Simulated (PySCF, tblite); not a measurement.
# C6H10NSi radical: geometry, infrared bands and EPR parameters

Wanted: the infrared bands and EPR parameters of C6H10NSi radical (`C=N[SiH]C#CCCC`), by calculation.

Computed with tblite 0.8.0 and PySCF 2.14.0, with density-fitted response routines of our own, on a single molecule in the gas phase. Atoms count from 0, in the outputs and in this text.

**1. The starting structure**

18 atoms, charge 0, multiplicity 2; geometry from: force field or distance geometry start.

Bonds of the start (Å): C0–N1 1.28, N1–Si2 1.75, Si2–C3 1.88, C3–C4 1.20, C4–C5 1.47, C5–C6 1.53, C6–C7 1.53, C0–H8 1.11, C0–H9 1.09, Si2–H10 1.47, C5–H11 1.10, C5–H12 1.11, C6–H13 1.10, C6–H14 1.10, C7–H15 1.08, C7–H16 1.09, C7–H17 1.09.

**2. Optimising the geometry with GFN2-xTB**

What the job is given:

```
{"job": {"kind": "relax", "xc": "GFN2-xTB", "basis": "xTB"}, "charge": 0, "multiplicity": 2}
C      3.187700    -0.136400    -1.143600
N      3.128300    -1.412700    -1.062400
Si     2.476700    -2.063100     0.429700
C      0.713400    -1.439400     0.643300
C     -0.408800    -1.038800     0.790100
C     -1.784300    -0.530500     0.932800
C     -2.192500     0.377600    -0.229100
C     -1.436200     1.704300    -0.241400
H      2.841000     0.572200    -0.364700
H      3.585200     0.322500    -2.054200
H      3.312300    -1.552700     1.529700
H     -2.472700    -1.384000     0.984500
H     -1.880800     0.010900     1.894800
H     -2.039700    -0.141400    -1.184700
H     -3.269000     0.594600    -0.137500
H     -0.372500     1.552200    -0.391100
H     -1.579900     2.246200     0.697800
H     -1.816900     2.324800    -1.058900
```

Launch:

```sh
OMP_NUM_THREADS=1 python probes_run.py task.json out
```

One launch serves the whole session: the jobs run in the order shown.

**Question.** This job is followed by: GFN2-xTB harmonic vibrations, gas phase; UKS B3LYP, pcH-1 on C H N Si, non-relativistic, mean-field spin-orbit, GIAO. Predict these results of the whole session: strongest single infrared mode (GFN2-xTB); zero-point energy (GFN2-xTB); g(iso) (B3LYP); ⟨S²⟩; largest a(iso) (averaged by class); potential on the surface of density 0.002 e/bohr³, 1st and 99th percentile.

As calculated:

| quantity | value |
| --- | --- |
| strongest single infrared mode (GFN2-xTB) | 2427 cm⁻¹, 310 km/mol |
| zero-point energy (GFN2-xTB) | 87.5 kcal/mol |
| g(iso) (B3LYP) | 2.00261 |
| ⟨S²⟩ | 0.769 (exact 0.75) |
| largest a(iso) (averaged by class) | 29Si on Si2, -128.9 MHz |
| potential on the surface of density 0.002 e/bohr³, 1st and 99th percentile | -1.38 V and 0.92 V |

**Reading.** The optimisation took 122 steps and gained 0.964 eV; among the close pairs (by a distance rule), N1–Si2 changed most, from 1.753 to 1.648 Å. No mode is imaginary among the 48: a minimum at this level. The strongest single mode, at 2427 cm⁻¹, moves mainly H10. GFN2-xTB is a fitted tight-binding method: band positions and strengths are rough. Its intensities can rank the bands wrongly. The largest share of the spin, 0.73 e, sits on Si2. The isotropic g lies 0.3 ppt above the free-electron value. These values are for one conformer; the search (at its own cheap level) found 2 more, at 0.44, 0.53 kcal/mol, and measured spectra average over such forms.
